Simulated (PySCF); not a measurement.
# GeP+: from the state search to spectroscopic constants, part 1 of 2

One job finds the state of GeP+, follows it along the bond with each method and fits the curves.

Program: PySCF 2.14.0. Level of theory: Ge def2-SVP, P def2-SVP, no relativity. These are calculated values, not measurements.

**1. Input**

The job is set up so:

```
atoms                         : Ge, P
charge                        : 1
basis                         : Ge def2-SVP, P def2-SVP
Hamiltonian                   : no relativity
basis functions               : 50
electrons treated             : 46
masses in u                   : 73.9212, 30.9738
levels                        : PBE0, PBE, r²SCAN, M06-L, revPBE, PW91, HF, MP2, SCS-MP2, CCSD, CCSD(T)
grid                          : 80 radial by 434 angular points
occupations                   : held fixed by the projection of orbital angular momentum
dissociation limit            : Ge+ + P, each in its ground configuration
starting distance in angstrom : 2.325
values of 2S to try           : 0, 2, 4
```

Launch:

```
$ OMP_NUM_THREADS=1 python dia.py task.json out
```

After the search, every level is run at each distance in turn; below they are sorted by level.

**2. Which determinant to follow**

Unrestricted PBE0 solutions at 2.325 Å, counted from the lowest. The search isn't exhaustive.

```tsv
2Ms+1	unpaired	term	E (eV)	⟨S²⟩	⟨Lz²⟩	μ (D)
3	π ↑↑	³Σ⁻	0.00	2.01	0.00	0.05
1	π ↑↓	not assigned	0.29	1.01	2.01	0.18
3	σ ↑, π ↑	³Π	0.69	2.08	1.00	-0.17
1	σ ↓, π ↑	not assigned	0.92	1.05	1.01	-0.26
1	none	not assigned	1.17	0.00	2.00	0.59
5	σ ↑, π ↑↑↑	⁵Π	1.86	6.00	1.00	1.34
3	σ ↑, π ↑↑↓	not assigned	2.46	3.02	3.02	1.30
3	σ ↓, π ↑↑↑	not assigned	2.55	3.03	1.00	1.42
3	π ↑↑	not assigned	3.33	2.01	2.01	3.41
5	σ ↑↑, π ↑↑	⁵Σ⁻	5.13	6.00	0.00	1.36
```

10 of 14 solutions are listed, lowest first.

A term symbol stands only where ⟨S²⟩ and ⟨Lz²⟩ are near those of a pure state. A positive dipole points from Ge to P; in an ion it is taken about the centre of mass and does not tell which atom is negative.

The most promising solutions are followed along the bond (rough minima from three points):

```tsv
2Ms+1	unpaired	R at minimum (Å)	energy at minimum (eV)
3	π ↑↑	2.32	0.00
1	π ↑↓	2.32	0.29
3	σ ↑, π ↑	2.17	0.54
1	σ ↓, π ↑	2.17	0.74
1	none	2.33	1.17
```

The search made 18 SCF attempts at the starting distance; with the short scans it took 15 s of wall time (1 thread of Oxide Virtual Turin-like (Zen 5), shared host).

**3. The PBE0 curve of the state that the search chose**

State followed: ³Σ⁻ (triplet), unpaired electrons π ↑↑. The scan is laid around 2.320 Å.

Output of the SCF at 2.320 Å:

```text
******** <class 'pyscf.dft.uks_symm.SymAdaptedUKS'> ********
method = SymAdaptedUKS
initial guess = minao
damping factor = 0
level_shift factor = 0
DIIS = <class 'pyscf.scf.diis.CDIIS'>
diis_start_cycle = 1
diis_space = 10
diis_damp = 0
SCF conv_tol = 1e-09
SCF conv_tol_grad = None
SCF max_cycles = 60
direct_scf = False
max_memory 909 MB (current use 297 MB)
number electrons alpha = 24  beta = 22
XC library pyscf.dft.libxc version 7.0.0
    S. Lehtola, C. Steigemann, M. J.T. Oliveira, and M. A.L. Marques.,  SoftwareX 7, 1–5 (2018)
XC functionals = PBE0
    C. Adamo and V. Barone.,  J. Chem. Phys. 110, 6158 (1999)
    M. Ernzerhof and G. E. Scuseria.,  J. Chem. Phys. 110, 5029 (1999)
small_rho_cutoff = 0
Overwritten attributes  get_k get_jk get_hcore get_occ get_j  of <class 'pyscf.dft.uks_symm.SymAdaptedUKS'>
<class 'pyscf.dft.uks_symm.SymAdaptedUKS'> does not have attributes  refdm
Set gradient conv threshold to 3.16228e-05
init E= -2417.22440448242
cycle= 1 E= -2417.22293037586  delta_E= 0.00147  |g|= 0.00112  |ddm|= 0.00432
cycle= 2 E= -2417.22293006646  delta_E= 3.09e-07  |g|= 0.00127  |ddm|= 0.00408
cycle= 3 E= -2417.22293154122  delta_E= -1.47e-06  |g|= 0.000331  |ddm|= 0.00261
cycle= 4 E= -2417.22293162567  delta_E= -8.44e-08  |g|= 3.39e-05  |ddm|= 0.000522
cycle= 5 E= -2417.22293162623  delta_E= -5.69e-10  |g|= 1.2e-05  |ddm|= 5.65e-05
Extra cycle  E= -2417.2229316263  delta_E= -7e-11  |g|= 1.2e-05  |ddm|= 3.68e-05
converged SCF energy = -2417.2229316263  <S^2> = 2.0058504  2S+1 = 3.0038978
```

Points of the scan, energies from the lowest:

```tsv
R (Å)	E (eV)	μ (D)	Mulliken charge of Ge (e)	Mayer bond order	⟨S²⟩	HOMO (eV)	LUMO (eV)
1.9952	0.9703	1.02	0.60	1.67	2.01	-13.42	-11.46
2.0880	0.4245	0.74	0.65	1.65	2.01	-13.39	-11.14
2.1808	0.1282	0.46	0.68	1.64	2.01	-13.33	-10.84
2.2504	0.0257	0.26	0.70	1.62	2.01	-13.26	-10.64
2.3200	0.0000	0.06	0.72	1.61	2.01	-13.19	-10.46
2.3896	0.0329	-0.13	0.73	1.59	2.01	-13.10	-10.30
2.4824	0.1434	-0.36	0.75	1.57	2.01	-12.97	-10.11
2.5984	0.3531	-0.63	0.76	1.54	2.01	-12.80	-9.93
2.7376	0.6620	-0.91	0.77	1.48	2.01	-12.58	-9.79
2.9232	1.1001	-1.20	0.78	1.36	2.04	-12.28	-9.71
```

Fit: Re = 2.313 Å, ωe = 393 cm⁻¹, ωexe = 1.24 cm⁻¹, αe = 0.000648 cm⁻¹, Be = 0.1444 cm⁻¹, De = 2.69 eV, μ = 0.08 D.

Orbitals nearest the gap at 2.320 Å:

```tsv
spin	orbital	ε (eV)	filled	made of
β	π	-41.55	yes	Ge d 100 %
β	σ	-41.51	yes	Ge d 100 %
α	σ	-24.10	yes	P s 70 %, Ge s 21 %
β	σ	-22.37	yes	P s 55 %, Ge s 34 %
α	σ	-19.13	yes	Ge s 68 %, P s 26 %
β	σ	-18.23	yes	Ge s 56 %, P s 37 %
α	π	-14.00	yes	P p 78 %, Ge p 20 %
α	π	-14.00	yes	P p 78 %, Ge p 20 %
α	σ	-13.59	yes	P p 50 %, Ge p 35 %, Ge s 10 %
β	σ	-13.19	yes	P p 49 %, Ge p 38 %
β	π	-10.46	no	Ge p 52 %, P p 46 %
β	π	-10.46	no	Ge p 52 %, P p 46 %
α	π	-9.16	no	Ge p 79 %, P p 21 %
α	π	-9.16	no	Ge p 79 %, P p 21 %
```

Polarisability there: 72.7 bohr³ along the bond, 30.7 across it. Without diffuse functions these come out too small, above all across the bond.

**4. Orbitals, density and potential**

Orbitals, density, ELF and potential are computed afterwards from the orbital file.

Frontier orbitals at PBE0 (alpha spin), with the share of their density that lies nearest to each atom:

```tsv
orbital	energy (eV)	lies on
HOMO-1	-14.00	P2 79 %; Ge1 21 %
HOMO	-13.59	P2 54 %; Ge1 46 %
LUMO	-9.16	Ge1 77 %; P2 23 %
```

ELF in a plane through or near 2 of the atoms.

Values, 10 rows by 14 columns:
```
0.00 0.00 0.00 0.01 0.01 0.01 0.01 0.02 0.04 0.03 0.02 0.00 0.00 0.00
0.00 0.01 0.09 0.16 0.17 0.07 0.08 0.21 0.31 0.33 0.32 0.16 0.03 0.00
0.01 0.12 0.46 0.75 0.65 0.30 0.25 0.36 0.53 0.64 0.62 0.45 0.24 0.01
0.05 0.44 0.96 0.92 0.43 0.24 0.47 0.65 0.79 0.83 0.92 0.77 0.52 0.11
0.14 0.77 0.98 0.71 0.41 0.65 0.30 0.84 0.16 0.45 0.76 0.93 0.69 0.26
0.16 0.82 0.98 0.64 0.70 0.59 0.23 0.86 0.12 0.49 0.48 0.95 0.72 0.29
0.10 0.64 0.98 0.83 0.22 0.22 0.42 0.77 0.64 0.32 0.93 0.88 0.62 0.20
0.02 0.25 0.81 0.93 0.64 0.34 0.42 0.49 0.69 0.81 0.82 0.61 0.39 0.04
0.00 0.07 0.29 0.53 0.51 0.22 0.18 0.31 0.45 0.54 0.52 0.36 0.15 0.00
0.00 0.00 0.02 0.04 0.05 0.02 0.03 0.11 0.16 0.16 0.13 0.04 0.00 0.00
```
The map spans 7.5 Å across and 5.2 Å up, centred on the molecule. Atoms in the plane (x, y in Å): Ge1 (-1.2, 0.0), P2 (1.2, 0.0).

log10 of the density (e/Å³) in the same plane.

Ten even steps from '0' (-4.0) to '9' (3.7):
```
0000001111111111111110000000
0001111111111112222211110000
0011112222222222222222111000
0111222233332233333332221100
0112222333333333333333222110
1122233333333333344433322210
1122333444444444444443332211
1223334455544444445444333221
1223344566654445566544433221
1223344569865445577654433221
1223344569865445577654433221
1223344566654445566544433221
1223334455544444445444333221
1122333444444444444443332211
1122233333333333444433322210
0112222333333333333333222110
0111222233332233333332221100
0011112222222222222222111000
0001111111111112222211110000
0000001111111111111110000000
```
The map spans 7.5 Å across and 5.2 Å up, centred on the molecule. Atoms in the plane (x, y in Å): Ge1 (-1.2, 0.0), P2 (1.2, 0.0).

On the surface of density 0.002 e/bohr³ the electrostatic potential runs, from the 1st to the 99th percentile, from 4.22 V near P2 to 7.84 V near Ge1.

The spin density lies nearest to P2 79 %; Ge1 21 %.

**5. Higher solutions at PBE0**

State 2: Ms = 0 determinant of mixed spin (⟨S²⟩ = 1.01), unpaired electrons π ↑↓, an excited solution.

The SCF at the reference distance, 2.320 Å, printed:

```text
[... 13 set-up lines left out, the same as in an earlier log ...]
max_memory 909 MB (current use 348 MB)
number electrons alpha = 23  beta = 23
[... 7 set-up lines left out, the same as in an earlier log ...]
init E= -2417.21370104632
cycle= 1 E= -2417.21224305603  delta_E= 0.00146  |g|= 0.00115  |ddm|= 0.00434
cycle= 2 E= -2417.2122423795  delta_E= 6.77e-07  |g|= 0.00144  |ddm|= 0.0044
cycle= 3 E= -2417.21224429638  delta_E= -1.92e-06  |g|= 0.000344  |ddm|= 0.00288
cycle= 4 E= -2417.21224438832  delta_E= -9.19e-08  |g|= 3.38e-05  |ddm|= 0.000531
cycle= 5 E= -2417.21224438874  delta_E= -4.17e-10  |g|= 1.14e-05  |ddm|= 4.76e-05
Extra cycle  E= -2417.21224438872  delta_E= 1.18e-11  |g|= 1.27e-05  |ddm|= 3.51e-05
converged SCF energy = -2417.21224438872  <S^2> = 1.0064558  2S+1 = 2.2418348
```

Re = 2.315 Å, ωe = 394 cm⁻¹; the determinant mixes terms (⟨S²⟩ = 1.01, ⟨Lz²⟩ = 2.01), so these belong to no real state. Its minimum lies 0.29 eV above that of the lowest state.

State 3: ³Π (triplet), unpaired electrons σ ↑, π ↑, an excited solution.

Output of the SCF at 2.320 Å:

```text
[... 13 set-up lines left out, the same as in an earlier log ...]
max_memory 909 MB (current use 319 MB)
[... 8 set-up lines left out, the same as in an earlier log ...]
init E= -2417.19985192156
cycle= 1 E= -2417.19768098778  delta_E= 0.00217  |g|= 0.00129  |ddm|= 0.00425
cycle= 2 E= -2417.19767577103  delta_E= 5.22e-06  |g|= 0.00268  |ddm|= 0.00602
cycle= 3 E= -2417.19768286597  delta_E= -7.09e-06  |g|= 0.000487  |ddm|= 0.00442
cycle= 4 E= -2417.19768312886  delta_E= -2.63e-07  |g|= 0.000129  |ddm|= 0.000786
cycle= 5 E= -2417.19768325895  delta_E= -1.3e-07  |g|= 0.000116  |ddm|= 0.00071
cycle= 6 E= -2417.19768343156  delta_E= -1.73e-07  |g|= 8.1e-05  |ddm|= 0.00114
cycle= 7 E= -2417.19768361804  delta_E= -1.86e-07  |g|= 3.64e-05  |ddm|= 0.00218
cycle= 8 E= -2417.19768364407  delta_E= -2.6e-08  |g|= 9.48e-06  |ddm|= 0.00103
cycle= 9 E= -2417.1976836445  delta_E= -4.33e-10  |g|= 1.73e-06  |ddm|= 0.000107
Extra cycle  E= -2417.19768364451  delta_E= -9.55e-12  |g|= 9.15e-07  |ddm|= 6.25e-06
converged SCF energy = -2417.19768364451  <S^2> = 2.0753288  2S+1 = 3.0498058
```

Re = 2.164 Å, ωe = 450 cm⁻¹, ωexe = 3.70 cm⁻¹, αe = 0.000974 cm⁻¹, Be = 0.1649 cm⁻¹, μ = -0.04 D. Its minimum lies 0.54 eV above that of the lowest state.

State 4: Ms = 0 determinant of mixed spin (⟨S²⟩ = 1.02), unpaired electrons σ ↓, π ↑, an excited solution.

Log of the SCF at 2.320 Å:

```text
[... 22 set-up lines left out, the same as in an earlier log ...]
init E= -2417.19169052994
cycle= 1 E= -2417.18945372603  delta_E= 0.00224  |g|= 0.0011  |ddm|= 0.00411
cycle= 2 E= -2417.18945148676  delta_E= 2.24e-06  |g|= 0.00189  |ddm|= 0.00445
cycle= 3 E= -2417.18945477623  delta_E= -3.29e-06  |g|= 0.000627  |ddm|= 0.0035
cycle= 4 E= -2417.18945515155  delta_E= -3.75e-07  |g|= 9.17e-05  |ddm|= 0.000936
cycle= 5 E= -2417.18945520189  delta_E= -5.03e-08  |g|= 8.05e-05  |ddm|= 0.000425
cycle= 6 E= -2417.1894552592  delta_E= -5.73e-08  |g|= 5.98e-05  |ddm|= 0.000527
cycle= 7 E= -2417.18945535355  delta_E= -9.44e-08  |g|= 4.17e-05  |ddm|= 0.00117
cycle= 8 E= -2417.18945542111  delta_E= -6.76e-08  |g|= 1.46e-05  |ddm|= 0.00173
cycle= 9 E= -2417.18945542457  delta_E= -3.47e-09  |g|= 2.25e-06  |ddm|= 0.000438
cycle= 10 E= -2417.18945542461  delta_E= -3.91e-11  |g|= 4.57e-07  |ddm|= 4.03e-05
Extra cycle  E= -2417.18945542461  delta_E= -9.09e-13  |g|= 5.29e-07  |ddm|= 2.02e-06
converged SCF energy = -2417.18945542461  <S^2> = 1.0493622  2S+1 = 2.2797914
```

Re = 2.157 Å, ωe = 462 cm⁻¹; the determinant mixes terms (⟨S²⟩ = 1.02, ⟨Lz²⟩ = 1.01), so these belong to no real state. Its minimum lies 0.74 eV above that of the lowest state.

Energy (eV) from the lowest point of the lowest state:

```tsv
R (Å)	lowest	state 2	state 3	state 4
1.995	0.970	1.279	0.838	1.018
2.088	0.424	0.726	0.593	0.782
2.181	0.128	0.424	0.542	0.743
2.250	0.026	0.319	0.591	0.802
2.320	0.000	0.291	0.687	0.911
2.390	0.033	0.322	0.810	1.050
2.482	0.143	0.433	0.984	1.249
2.598	0.353	0.645	1.188	1.484
2.738	0.662	0.962	1.396	1.730
2.923	1.100	1.424	1.615	1.997
```

**6. PBE**

Output of the SCF at 2.320 Å:

```text
[... 17 set-up lines left out, the same as in an earlier log ...]
XC functionals = PBE
    J. P. Perdew, K. Burke, and M. Ernzerhof.,  Phys. Rev. Lett. 77, 3865 (1996)
    J. P. Perdew, K. Burke, and M. Ernzerhof.,  Phys. Rev. Lett. 78, 1396 (1997)
    J. P. Perdew, K. Burke, and M. Ernzerhof.,  Phys. Rev. Lett. 77, 3865 (1996)
    J. P. Perdew, K. Burke, and M. Ernzerhof.,  Phys. Rev. Lett. 78, 1396 (1997)
[... 2 set-up lines left out, the same as in an earlier log ...]
init E= -2417.14618625754
cycle= 1 E= -2417.14704917346  delta_E= -0.000863  |g|= 0.0579  |ddm|= 0.114
cycle= 2 E= -2417.14391715691  delta_E= 0.00313  |g|= 0.0747  |ddm|= 0.147
cycle= 3 E= -2417.146470439  delta_E= -0.00255  |g|= 0.0422  |ddm|= 0.17
cycle= 4 E= -2417.14810868037  delta_E= -0.00164  |g|= 0.000755  |ddm|= 0.0659
cycle= 5 E= -2417.14810907235  delta_E= -3.92e-07  |g|= 0.00031  |ddm|= 0.00204
cycle= 6 E= -2417.14810915206  delta_E= -7.97e-08  |g|= 7.1e-05  |ddm|= 0.000499
cycle= 7 E= -2417.14810915685  delta_E= -4.79e-09  |g|= 1.01e-05  |ddm|= 0.00011
cycle= 8 E= -2417.14810915695  delta_E= -1e-10  |g|= 3.28e-06  |ddm|= 2.7e-05
Extra cycle  E= -2417.14810915687  delta_E= 8.41e-11  |g|= 9.88e-06  |ddm|= 2.32e-05
converged SCF energy = -2417.14810915687  <S^2> = 2.0044995  2S+1 = 3.0029982
```

Re = 2.346 Å, ωe = 370 cm⁻¹, ωexe = 1.19 cm⁻¹, αe = 0.000651 cm⁻¹, Be = 0.1403 cm⁻¹, De = 3.00 eV, μ = 0.30 D. 9.1 s of CPU time for 12 points, integrals apart.

**7. r²SCAN (meta-GGA)**

The SCF at the reference distance, 2.320 Å, printed:

```text
[... 17 set-up lines left out, the same as in an earlier log ...]
XC functionals = R2SCAN
    J. W. Furness, A. D. Kaplan, J. Ning, J. P. Perdew, and J. Sun.,  J. Phys. Chem. Lett. 11, 8208-8215 (2020)
    J. W. Furness, A. D. Kaplan, J. Ning, J. P. Perdew, and J. Sun.,  J. Phys. Chem. Lett. 11, 9248-9248 (2020)
    J. W. Furness, A. D. Kaplan, J. Ning, J. P. Perdew, and J. Sun.,  J. Phys. Chem. Lett. 11, 8208-8215 (2020)
    J. W. Furness, A. D. Kaplan, J. Ning, J. P. Perdew, and J. Sun.,  J. Phys. Chem. Lett. 11, 9248-9248 (2020)
[... 2 set-up lines left out, the same as in an earlier log ...]
init E= -2417.57600809763
cycle= 1 E= -2417.57645417414  delta_E= -0.000446  |g|= 0.0224  |ddm|= 0.0945
cycle= 2 E= -2417.57430526515  delta_E= 0.00215  |g|= 0.0486  |ddm|= 0.126
cycle= 3 E= -2417.57695639711  delta_E= -0.00265  |g|= 0.00744  |ddm|= 0.0914
cycle= 4 E= -2417.57696833584  delta_E= -1.19e-05  |g|= 0.00027  |ddm|= 0.00432
cycle= 5 E= -2417.57696841311  delta_E= -7.73e-08  |g|= 0.000115  |ddm|= 0.000722
cycle= 6 E= -2417.57696842661  delta_E= -1.35e-08  |g|= 3.38e-05  |ddm|= 0.00024
cycle= 7 E= -2417.57696842839  delta_E= -1.77e-09  |g|= 8.04e-06  |ddm|= 9.86e-05
cycle= 8 E= -2417.57696842854  delta_E= -1.48e-10  |g|= 2.52e-06  |ddm|= 3.41e-05
Extra cycle  E= -2417.57696842852  delta_E= 1.14e-11  |g|= 4.08e-06  |ddm|= 1.27e-05
converged SCF energy = -2417.57696842852  <S^2> = 2.0086902  2S+1 = 3.0057879
```

Re = 2.318 Å, ωe = 385 cm⁻¹, ωexe = 1.25 cm⁻¹, αe = 0.000668 cm⁻¹, Be = 0.1438 cm⁻¹, De = 2.73 eV, μ = 0.22 D. 9.3 s of CPU time for 12 points, integrals apart.

(Continued in part 2 of 2.)
